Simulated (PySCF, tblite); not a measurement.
**CH₃GeNO₃, a small molecule taken as a stand-in for a surface group (oxygen-backed Ge): NMR shifts, core binding energies and electronic excitations**

Wanted: the NMR shifts, core binding energies and electronic excitations for `N#[C][Ge]([OH])([OH])[OH]`.

Programs: tblite 0.8.0 and PySCF 2.14.0. All values are calculated, for the isolated system unless a continuum is named. Atoms count from 0, parts from 1.

## (1) The system as given

9 atoms, charge 0, multiplicity 1; geometry: distance geometry start.

## (2) Relaxing the cluster with GFN2-xTB

The job: settings as JSON, then the geometry in Å.

```
{"job": {"kind": "relax", "xc": "GFN2-xTB", "basis": "xTB"}, "charge": 0, "multiplicity": 1}
O      1.516631     0.295051     0.027317
Ge    -0.295417     0.072461    -0.328913
O     -1.090764    -0.754687     1.121800
O     -0.494800    -0.982328    -1.845516
C     -1.124276     1.776219    -0.631087
N     -1.503428     3.143214    -0.891160
H      1.885767     0.668777     0.856972
H     -0.796418    -1.586145     1.537724
H     -1.140995    -0.835480    -2.525278
```

Level: GFN2-xTB geometry optimisation, gas phase.

Run with:

```console
$ OMP_NUM_THREADS=1 python cluster_run.py task.json out
```

One launch serves the whole session: the jobs run in the order shown.

The log of the run:

```text
step      E/eV     max force
  0    -560.52837   14.569
  1    -563.62605    1.023
  2    -563.70895    1.090
  3    -564.04307    2.929
  4    -564.10834    2.534
  5    -564.14034    0.516
  6    -564.16314    0.585
  7    -564.18287    0.614
  8    -564.19907    0.550
  9    -564.20976    0.396
 10    -564.21372    0.204
 11    -564.21497    0.123
 12    -564.21645    0.173
 13    -564.21886    0.270
 14    -564.22131    0.279
 15    -564.22288    0.151
 16    -564.22372    0.080
 17    -564.22453    0.120
 18    -564.22575    0.170
 19    -564.22697    0.124
 20    -564.22764    0.064
 21    -564.22801    0.065
 22    -564.22847    0.089
 23    -564.22918    0.135
 24    -564.23012    0.149
 25    -564.23094    0.091
 26    -564.23143    0.079
 27    -564.23179    0.086
 28    -564.23239    0.151
 29    -564.23335    0.181
 30    -564.23446    0.202
 31    -564.23494    0.186
 32    -564.23562    0.097
 33    -564.23590    0.080
 34    -564.23656    0.109
 35    -564.23715    0.135
 36    -564.23796    0.120
 37    -564.23852    0.103
 38    -564.23895    0.063
 39    -564.23891    0.288
 40    -564.24026    0.083
 41    -564.24239    0.097
 42    -564.22076    1.054
 43    -564.24312    0.085
 44    -564.24560    0.194
 45    -564.20050    2.017
 46    -564.24998    0.101
 47    -564.25303    0.093
 48    -564.22500    1.819
 49    -564.25918    0.119
 50    -564.26423    0.124
 51    -564.23209    1.652
 52    -564.27031    0.135
 53    -564.27455    0.197
 54    -564.23511    1.509
 55    -564.27980    0.227
 56    -564.28300    0.246
 57    -564.28029    0.850
 58    -564.28916    0.275
 59    -564.29130    0.265
 60    -564.29548    0.394
 61    -564.29828    0.205
 62    -564.30233    0.155
 63    -564.30598    0.185
 64    -564.31023    0.310
 65    -564.31626    0.366
 66    -564.32272    0.353
 67    -564.32514    0.354
 68    -564.32988    0.558
 69    -564.33398    0.370
 70    -564.33894    0.151
 71    -564.34381    0.262
 72    -564.34547    0.225
 73    -564.34652    0.188
 74    -564.34799    0.160
 75    -564.35068    0.256
 76    -564.35464    0.273
 77    -564.35767    0.164
 78    -564.35882    0.190
 79    -564.36026    0.111
 80    -564.36107    0.100
 81    -564.36278    0.078
 82    -564.36320    0.139
 83    -564.36367    0.092
 84    -564.36493    0.081
 85    -564.36538    0.072
 86    -564.36582    0.062
 87    -564.36601    0.065
 88    -564.36633    0.081
 89    -564.36664    0.086
 90    -564.36706    0.086
 91    -564.36749    0.077
 92    -564.36792    0.066
 93    -564.36831    0.049
 94    -564.36859    0.046
 95    -564.36875    0.035
 96    -564.36883    0.034
 97    -564.36889    0.023
 98    -564.36894    0.030
 99    -564.36899    0.037
100    -564.36904    0.031
101    -564.36911    0.036
102    -564.36920    0.050
103    -564.36933    0.058
104    -564.36950    0.074
105    -564.36966    0.059
106    -564.36973    0.027
107    -564.36975    0.009
108    -564.36975    0.012
109    -564.36976    0.014
110    -564.36977    0.015
111    -564.36979    0.012
112    -564.36980    0.012
113    -564.36981    0.011
114    -564.36982    0.012
115    -564.36983    0.014
116    -564.36985    0.015
117    -564.36987    0.016
118    -564.36989    0.015
119    -564.36991    0.014
120    -564.36992    0.007
```

Wall time 0.8 s (1 thread of AMD EPYC 9R45, shared host).

Step by step: (the energy doesn't fall at every step)

| step | energy from step 0 (eV) | largest force (eV/Å) |
| --- | --- | --- |
| 0 | 0.0000 | 14.5686 |
| 5 | -3.6120 | 0.5159 |
| 10 | -3.6853 | 0.2043 |
| 15 | -3.6945 | 0.1512 |
| 20 | -3.6993 | 0.0641 |
| 25 | -3.7026 | 0.0913 |
| 30 | -3.7061 | 0.2020 |
| 35 | -3.7088 | 0.1356 |
| 40 | -3.7119 | 0.0823 |
| 45 | -3.6721 | 2.0168 |
| 50 | -3.7359 | 0.1232 |
| 55 | -3.7514 | 0.2271 |
| 60 | -3.7671 | 0.3936 |
| 65 | -3.7879 | 0.3659 |
| 70 | -3.8106 | 0.1505 |
| 75 | -3.8223 | 0.2559 |
| 80 | -3.8327 | 0.1001 |
| 85 | -3.8370 | 0.0718 |
| 90 | -3.8387 | 0.0864 |
| 95 | -3.8404 | 0.0347 |
| 100 | -3.8407 | 0.0310 |
| 105 | -3.8413 | 0.0591 |
| 110 | -3.8414 | 0.0151 |
| 115 | -3.8415 | 0.0141 |
| 120 | -3.8415 | 0.0076 |

Distances of close pairs at the start and the end, largest changes first:

| bond | before (Å) | after (Å) | change (Å) |
| --- | --- | --- | --- |
| C4–N5 | 1.442 | 1.141 | -0.301 |
| O0–Ge1 | 1.860 | 1.723 | -0.138 |
| Ge1–O3 | 1.858 | 1.723 | -0.135 |
| Ge1–O2 | 1.850 | 1.722 | -0.127 |
| O0–H6 | 0.982 | 0.955 | -0.027 |
| Ge1–C4 | 1.919 | 1.943 | +0.024 |
| O2–H7 | 0.975 | 0.955 | -0.020 |
| O3–H8 | 0.949 | 0.955 | +0.006 |

## (3) Geometry optimisation at PBE0-D3(BJ)/def2-SVP

The job: settings as JSON, then the geometry in Å.

```
{"job": {"xc": "PBE0", "basis": "def2-SVP", "d3": "d3bj", "grid": 2, "kind": "geom", "shake": 0.01}, "charge": 0, "multiplicity": 1}
O      1.784366     0.123872    -0.051356
Ge     0.057557    -0.119769     0.010313
O     -0.357526    -0.840458     1.514844
O     -0.362588    -1.176291    -1.266222
C     -0.874745     1.570960    -0.183810
N     -1.425659     2.576666    -0.284635
H      2.215283     0.354866     0.765432
H     -1.095936    -1.391437     1.541556
H      0.103498    -1.121557    -2.054672
```

The log of the run:

```text
step   0  E = -2396.27736672  max force = 0.046436
step   1  E = -2396.28313328  max force = 0.011233
step   2  E = -2396.28355338  max force = 0.001600
step   3  E = -2396.28356878  max force = 0.000389
step   4  E = -2396.28357277  max force = 0.000268
optimisation converged
```

Run time: 22 s. Hardware: 1 thread of AMD EPYC 9R45, shared host; peak memory 0.63 GiB.

Relaxation path:

| step | energy from step 0 (eV) | largest force component (eV/Å) |
| --- | --- | --- |
| 0 | 0.0000 | 2.3878 |
| 1 | -0.1569 | 0.5776 |
| 2 | -0.1683 | 0.0823 |
| 3 | -0.1688 | 0.0200 |
| 4 | -0.1689 | 0.0138 |

Distances of close pairs at the start and the end, largest changes first:

| bond | before (Å) | after (Å) | change (Å) |
| --- | --- | --- | --- |
| O3–H8 | 0.918 | 0.964 | +0.047 |
| O2–H7 | 0.922 | 0.964 | +0.043 |
| Ge1–O3 | 1.709 | 1.748 | +0.038 |
| Ge1–O2 | 1.719 | 1.748 | +0.029 |
| Ge1–C4 | 1.940 | 1.926 | -0.014 |
| O0–H6 | 0.952 | 0.964 | +0.012 |
| C4–N5 | 1.151 | 1.159 | +0.008 |
| O0–Ge1 | 1.745 | 1.748 | +0.003 |

The next job starts from the end point, and lists it.

| at the end point | value |
| --- | --- |
| point group (found at 0.08 Å tolerance) | C3 |
| rotational constants (GHz, main isotopes) | 3.466, 1.955, 1.953 |
| dipole moment (D) | 2.85 |

## (4) Nuclear shieldings: PBE0/pcSseg-2

The job: settings as JSON, then the geometry in Å.

```
{"job": {"kind": "nmr", "xc": "PBE0", "basis": "pcSseg-2"}, "charge": 0, "multiplicity": 1}
O      1.800004     0.195460    -0.085821
Ge     0.077299    -0.084386     0.017292
O     -0.324730    -0.785920     1.567123
O     -0.425468    -1.155801    -1.268762
C     -0.842807     1.597910    -0.167339
N     -1.394534     2.611222    -0.275995
H      2.211087     0.417649     0.757554
H     -1.097246    -1.362637     1.543941
H      0.100926    -1.073716    -2.072606
```

With the program's defaults for keys left out, this is: GIAO PBE0/pcSseg-2 NMR shielding, non-relativistic, gas phase.

The log of the run:

```text
coarse grid: 40672 points
cycle   1  E = -2396.6463018742  dE =  1.470e-01  |g| = 1.642e+00  |ddm| = 2.379e+00
cycle   2  E = -2395.9437548314  dE =  7.025e-01  |g| = 2.628e+00  |ddm| = 1.736e+00
cycle   3  E = -2396.9442614229  dE = -1.001e+00  |g| = 3.883e-01  |ddm| = 1.277e+00
cycle   4  E = -2396.9641539342  dE = -1.989e-02  |g| = 2.483e-01  |ddm| = 2.567e-01
cycle   5  E = -2396.9765743416  dE = -1.242e-02  |g| = 4.394e-02  |ddm| = 1.167e-01
cycle   6  E = -2396.9769348820  dE = -3.605e-04  |g| = 8.400e-03  |ddm| = 2.545e-02
cycle   7  E = -2396.9769406772  dE = -5.795e-06  |g| = 2.516e-03  |ddm| = 4.245e-03
final grid: 84984 points
cycle   8  E = -2396.9769327560  dE =  1.593e-07  |g| = 2.897e-03  |ddm| = 3.022e-03
cycle   9  E = -2396.9769316958  dE =  1.060e-06  |g| = 3.839e-03  |ddm| = 2.947e-03
cycle  10  E = -2396.9769339540  dE = -2.258e-06  |g| = 6.419e-04  |ddm| = 1.732e-03
cycle  11  E = -2396.9769340242  dE = -7.027e-08  |g| = 1.700e-04  |ddm| = 3.272e-04
cycle  12  E = -2396.9769340304  dE = -6.159e-09  |g| = 3.101e-05  |ddm| = 8.547e-05
cycle  13  E = -2396.9769340305  dE = -1.137e-10  |g| = 3.294e-06  |ddm| = 1.164e-05
converged SCF energy = -2396.9769340305

GIAO shielding tensors (ppm)
atom      isotropic    diamagn.    paramagn.     s11        s22        s33       span
  0 O      282.089     383.494    -101.405    259.221    269.501    317.545     58.324
  1 Ge    1383.863    2757.732   -1373.869   1276.820   1436.487   1438.282    161.462
  2 O      282.847     383.619    -100.772    260.351    269.705    318.485     58.134
  3 O      283.288     383.627    -100.339    260.951    270.534    318.378     57.427
  4 C       59.087     261.886    -202.799    -57.113    -56.995    291.371    348.484
  5 N      -93.332     330.695    -424.027   -293.857   -292.989    306.851    600.708
  6 H       29.522      30.537      -1.015     20.716     23.933     43.917     23.202
  7 H       29.522      30.582      -1.060     20.676     23.965     43.924     23.248
  8 H       29.527      30.557      -1.030     20.674     23.953     43.952     23.278
```

It took 26 s on 1 thread of AMD EPYC 9R45, shared host; peak memory 1.2 GiB.

The references, computed at this level on geometries of the same kind, shield at (ppm): ¹H TMS 31.25, ¹³C TMS 184.1, ¹⁵N NH3 261.7, ¹⁷O H2O 328.2, ⁷³Ge GeMe4 1337. Their shielding less the atom's gives the shift. The references are single molecules in the gas phase, so shifts against H2O, NH3, PH3, H3PO4 or CFCl3 are not on the usual liquid scales and can be off by tens of ppm. Atoms listed in one row are averaged.

| atoms | environment | σ (ppm) | δ (ppm) |
| --- | --- | --- | --- |
| C4 | carbon bonded to Ge, N | 59.1 | 125.0 |
| H6, H7, H8 | hydrogen on an oxygen bonded to Ge | 29.52 | 1.72 |
| O0, O2, O3 | oxygen bonded to Ge, H | 282.7 | 45.4 |
| Ge1 | germanium bonded to C, 3 O | 1384 | -47 |
| N5 | nitrogen bonded to C | -93.3 | 355.0 |

Charges from the same density, by scheme (e):

| atoms | Mulliken | IAO | Hirshfeld | ESP fit |
| --- | --- | --- | --- | --- |
| O0, O2, O3 | -0.48 | -0.77 | -0.32 | -0.73 |
| Ge1 | 0.95 | 1.52 | 0.65 | 1.09 |
| C4 | -0.04 | -0.18 | -0.04 | 0.05 |
| N5 | -0.13 | -0.18 | -0.19 | -0.33 |

Mayer bond orders: O0–Ge1 1.06, Ge1–O2 1.06, Ge1–O3 1.06, Ge1–C4 0.87, C4–N5 3.00.

## (5) Core holes by ΔSCF: SCAN, X2C

Same as in step 4 but for these lines:

```diff
@@ -1,2 +1,2 @@
-{"job": {"kind": "nmr", "xc": "PBE0", "basis": "pcSseg-2"}, "charge": 0, "multiplicity": 1}
+{"job": {"kind": "xps", "holes": 5}, "charge": 0, "multiplicity": 1}
 O      1.800004     0.195460    -0.085821
```

Method: delta-SCF UKS SCAN, pcX-2 on the ionised atom, pcseg-1 elsewhere, spin-free X2C.

The log of the run:

```text
ground state, core basis on atom 0 (O), 143 functions
  cycle   1  E = -2414.10528545  |g| = 1.24e+00
  cycle   2  E = -2413.11421916  |g| = 2.53e+00
  cycle   3  E = -2414.34969977  |g| = 4.03e-01
  cycle   4  E = -2414.37483834  |g| = 2.52e-01
  cycle   5  E = -2414.38871086  |g| = 6.42e-02
  cycle   6  E = -2414.38967934  |g| = 2.31e-02
  cycle   7  E = -2414.38976138  |g| = 8.01e-03
  cycle   8  E = -2414.38977708  |g| = 1.81e-03
  cycle   9  E = -2414.38977317  |g| = 4.04e-04
  E(ground) = -2414.53248916 Eh
hole in O 1s of atom 0
  cycle   1  E = -2393.75268877  |g| = 2.22e+00
  cycle   2  E = -2392.55869424  |g| = 2.47e+00
  cycle   3  E = -2394.10206752  |g| = 1.00e+00
  cycle   4  E = -2394.17289264  |g| = 9.10e-01
  cycle   5  E = -2394.54530447  |g| = 2.33e-01
  cycle   6  E = -2394.56743638  |g| = 1.13e-01
  cycle   7  E = -2394.57174488  |g| = 3.89e-02
  cycle   8  E = -2394.57242891  |g| = 1.03e-02
  cycle   9  E = -2394.57246591  |g| = 6.44e-03
  cycle  10  E = -2394.57248036  |g| = 2.19e-03
  cycle  11  E = -2394.57248324  |g| = 5.82e-04
  cycle  12  E = -2394.57248358  |g| = 2.59e-04
  E(ion) = -2394.71650207 Eh   <S^2> = 0.7627   hole on atom = 1.000   binding energy = 539.220 eV
ground state, core basis on atom 4 (C), 143 functions
  cycle   1  E = -2414.36113800  |g| = 9.52e-02
  cycle   2  E = -2414.35782104  |g| = 1.52e-01
  cycle   3  E = -2414.36212118  |g| = 2.58e-02
  cycle   4  E = -2414.36206800  |g| = 2.90e-02
  cycle   5  E = -2414.36225858  |g| = 4.02e-03
  cycle   6  E = -2414.36226086  |g| = 1.33e-03
  cycle   7  E = -2414.36226434  |g| = 2.22e-04
  E(ground) = -2414.50946414 Eh
hole in C 1s of atom 4
  cycle   1  E = -2403.07676596  |g| = 1.50e+00
  cycle   2  E = -2397.05902357  |g| = 3.01e+00
  cycle   3  E = -2399.98685087  |g| = 2.27e+00
  cycle   4  E = -2403.38525516  |g| = 7.45e-01
  cycle   5  E = -2403.46715238  |g| = 5.95e-01
  cycle   6  E = -2403.62587423  |g| = 5.81e-02
  cycle   7  E = -2403.62773665  |g| = 2.07e-02
  cycle   8  E = -2403.62801178  |g| = 1.23e-02
  cycle   9  E = -2403.62817291  |g| = 7.52e-03
  cycle  10  E = -2403.62823974  |g| = 6.54e-03
  cycle  11  E = -2403.62829170  |g| = 3.11e-03
  cycle  12  E = -2403.62832589  |g| = 6.84e-04
  cycle  13  E = -2403.62832786  |g| = 2.10e-04
  E(ion) = -2403.77419010 Eh   <S^2> = 0.8305   hole on atom = 1.000   binding energy = 292.122 eV
ground state, core basis on atom 5 (N), 143 functions
  cycle   1  E = -2414.37054765  |g| = 7.42e-02
  cycle   2  E = -2414.36972187  |g| = 6.53e-02
  cycle   3  E = -2414.36893669  |g| = 8.80e-02
  cycle   4  E = -2414.37064973  |g| = 2.26e-03
  cycle   5  E = -2414.37065239  |g| = 7.23e-04
  cycle   6  E = -2414.37065315  |g| = 2.23e-04
  E(ground) = -2414.51462540 Eh
hole in N 1s of atom 5
  cycle   1  E = -2398.76168376  |g| = 1.84e+00
  cycle   2  E = -2393.86914992  |g| = 3.02e+00
  cycle   3  E = -2398.45642789  |g| = 1.41e+00
  cycle   4  E = -2399.19154185  |g| = 8.07e-01
  cycle   5  E = -2399.39343128  |g| = 4.19e-01
  cycle   6  E = -2399.45091784  |g| = 1.30e-01
  cycle   7  E = -2399.46319165  |g| = 2.33e-02
  cycle   8  E = -2399.46372972  |g| = 1.26e-02
  cycle   9  E = -2399.46387169  |g| = 8.32e-03
  cycle  10  E = -2399.46394341  |g| = 7.60e-03
  cycle  11  E = -2399.46398831  |g| = 2.90e-03
  cycle  12  E = -2399.46399462  |g| = 5.39e-04
  cycle  13  E = -2399.46399559  |g| = 1.32e-04
  E(ion) = -2399.60800595 Eh   <S^2> = 0.8280   hole on atom = 1.000   binding energy = 405.630 eV
```

Run time: 9.2 s. Hardware: 1 thread of AMD EPYC 9R45, shared host; peak memory 0.47 GiB.

The holes in one table. −ε is the ground-state orbital energy:

| hole | stands for | environment | ΔSCF (eV) | −ε (eV) | ⟨S²⟩ |
| --- | --- | --- | --- | --- | --- |
| O1s on O0 | O0, O2, O3 | oxygen bonded to Ge, H | 539.22 | 517.6 | 0.763 |
| C1s on C4 | C4 | carbon bonded to Ge, N | 292.12 | 274.7 | 0.830 |
| N1s on N5 | N5 | nitrogen bonded to C | 405.63 | 386.6 | 0.828 |

Each hole run stands for the others of its class of like atoms.

## (6) TDDFT and polarisability: CAM-B3LYP/def2-SVPD

Same as in step 5 but for these lines:

```diff
@@ -1,2 +1,2 @@
-{"job": {"kind": "xps", "holes": 5}, "charge": 0, "multiplicity": 1}
+{"job": {"kind": "uv", "xc": "CAM-B3LYP", "basis": "def2-SVPD", "nstates": 6, "ntriplets": 2, "ip": true}, "charge": 0, "multiplicity": 1}
 O      1.800004     0.195460    -0.085821
```

With the program's defaults for keys left out, this is: TDDFT CAM-B3LYP/def2-SVPD, vertical, gas phase, core orbitals frozen in the response.

The log of the run:

```text
coarse grid: 40672 points
cycle   1  E = -2396.6526748343  dE =  1.358e-01  |g| = 1.232e+00  |ddm| = 4.071e+00
cycle   2  E = -2396.3425242140  dE =  3.102e-01  |g| = 1.818e+00  |ddm| = 3.587e+00
cycle   3  E = -2396.9249272079  dE = -5.824e-01  |g| = 1.865e-01  |ddm| = 2.071e+00
cycle   4  E = -2396.9299976576  dE = -5.070e-03  |g| = 1.056e-01  |ddm| = 2.254e-01
cycle   5  E = -2396.9322770406  dE = -2.279e-03  |g| = 1.194e-02  |ddm| = 1.057e-01
cycle   6  E = -2396.9323066537  dE = -2.961e-05  |g| = 4.392e-03  |ddm| = 1.803e-02
cycle   7  E = -2396.9323096075  dE = -2.954e-06  |g| = 9.069e-04  |ddm| = 6.431e-03
final grid: 84984 points
cycle   8  E = -2396.9322721474  dE = -8.122e-08  |g| = 8.471e-04  |ddm| = 2.674e-03
cycle   9  E = -2396.9322721037  dE =  4.362e-08  |g| = 9.583e-04  |ddm| = 1.550e-03
cycle  10  E = -2396.9322722408  dE = -1.371e-07  |g| = 1.858e-04  |ddm| = 8.694e-04
cycle  11  E = -2396.9322722471  dE = -6.275e-09  |g| = 3.541e-05  |ddm| = 1.729e-04
cycle  12  E = -2396.9322722474  dE = -2.742e-10  |g| = 1.500e-05  |ddm| = 5.582e-05
converged SCF energy = -2396.9322722474

Static polarisability (au): isotropic 53.127, principal 48.504 48.538 62.339

Singlet excitations
state   eV       nm        f      main configurations
  1   7.0850    175.0   0.00002   H->L+1 0.23, H-1->L+2 0.21, H-3->L+1 0.19
  2   7.4072    167.4   0.00011   H-1->L+2 0.23, H->L+1 0.21, H-4->L+2 0.13
  3   7.4079    167.4   0.00013   H-1->L+1 0.23, H->L+2 0.22, H-3->L+2 0.13
  4   7.7864    159.2   0.00507   H->L 0.47, H-2->L+2 0.23, H-3->L 0.10
  5   7.7914    159.1   0.00388   H-1->L 0.45, H-2->L+1 0.26, H-4->L 0.10
  6   8.1305    152.5   0.21135   H-2->L 0.54, H-1->L+1 0.10, H->L+2 0.08

Triplet excitations (Tamm-Dancoff, eV): 5.8128 6.3568
Vertical ionisation energy (delta-SCF) = 12.5128 eV
Vertical electron affinity (delta-SCF) = -0.5579 eV
```

It took 92 s on 1 thread of AMD EPYC 9R45, shared host; peak memory 0.9 GiB.

Frontier orbitals and where they lie:

| orbital | eV | atoms |
| --- | --- | --- |
| HOMO−3 | -11.94 | N5 28 %, C4 24 %, O2 21 % |
| HOMO−2 | -11.54 | N5 21 %, O0 19 %, O3 18 % |
| HOMO−1 | -11.45 | O3 38 %, N5 20 %, C4 17 % |
| HOMO | -11.44 | O2 32 %, O0 26 %, N5 20 % |
| LUMO | -0.07 | Ge1 39 %, O2 12 %, O0 12 % |
| LUMO+1 | 0.28 | C4 25 %, N5 24 %, Ge1 17 % |
| LUMO+2 | 0.30 | C4 25 %, N5 24 %, Ge1 17 % |

With each of the 6 states as a Gaussian band of 0.4 eV half-width at 1/e, the curve within the window shown has maxima at 153 nm (ε 8,700) L/(mol cm). Beyond the last state computed it falls off for lack of states. The curve at chosen wavelengths:

```
 nm  ε (L/mol/cm)
147          4904
149          6942
151          8369
152          8688
154          8436
156          7204
158          5478
159          4592
161          3004
163          1807
165          1012
166           740
168           382
170           190
172            92
173            64
175            31
177            15
179             7
180             5
182             3
184             1
186             1
187             1
189             0
191             0
```

Ground-state properties from the same run:

| property | computed |
| --- | --- |
| dipole moment (D) | 2.85 |
| polarisability (Å³) | 7.87 |
| HOMO–LUMO gap (eV) | 11.37 |
| −ε(HOMO) (eV) | 11.44 |

## (7) Summary of results

```
                                                               quantity                                             value
                                                            point group                                                C3
                                   rotational constants (main isotopes)                              3.47, 1.95, 1.95 GHz
                                 ¹³C shifts against TMS (PBE0/pcSseg-2)                                         125.0 ppm
 ¹H shifts against TMS (PBE0/pcSseg-2, means over atoms taken as alike)                                          1.72 ppm
¹⁷O shifts against H2O (PBE0/pcSseg-2, means over atoms taken as alike)                                          45.4 ppm
                              ⁷³Ge shifts against GeMe4 (PBE0/pcSseg-2)                                           -47 ppm
                                 ¹⁵N shifts against NH3 (PBE0/pcSseg-2)                                         355.0 ppm
                                       O1s binding energies, SCAN/pcX-2                                      O0 539.22 eV
                                       C1s binding energies, SCAN/pcX-2                                      C4 292.12 eV
                                       N1s binding energies, SCAN/pcX-2                                      N5 405.63 eV
                                   lowest singlet (CAM-B3LYP/def2-SVPD)                       7.08 eV (175 nm), f = 0.000
                               brightest single state of those computed                       state 6, 8.13 eV, f = 0.211
                                                         lowest triplet                                           5.81 eV
                                      vertical ionisation energy (ΔSCF)                                          12.51 eV
                                      vertical electron affinity (ΔSCF)  -0.56 eV (unbound: the value hangs on the basis)
```

In words: Over 4 steps the energy fell by 0.169 eV; of the close pairs, O3–H8 changed most, 0.918 to 0.964 Å (PBE0/def2-SVP). At PBE0/pcSseg-2: Shielding is most anisotropic at N5 (span 601 ppm, paramagnetic term -424 ppm). The lowest singlet, at 7.08 eV, is HOMO→LUMO+1 0.23, HOMO−1→LUMO+2 0.21 and is dark; of the 6 states computed, the strongest absorption comes from state 6 at 8.13 eV (the last computed, so partners may be missing). The lowest triplet lies 1.27 eV below the lowest singlet (triplets in Tamm-Dancoff, singlets in full TDDFT). ΔSCF puts the ionisation energy at 12.51 eV, 1.08 eV above −ε(HOMO). In this run the hole sits in HOMO−2, not in the HOMO; unless the two are degenerate, this need not be the first ionisation. Spin-orbit coupling is left out, which matters for shieldings and couplings at and beside the heavy atoms.
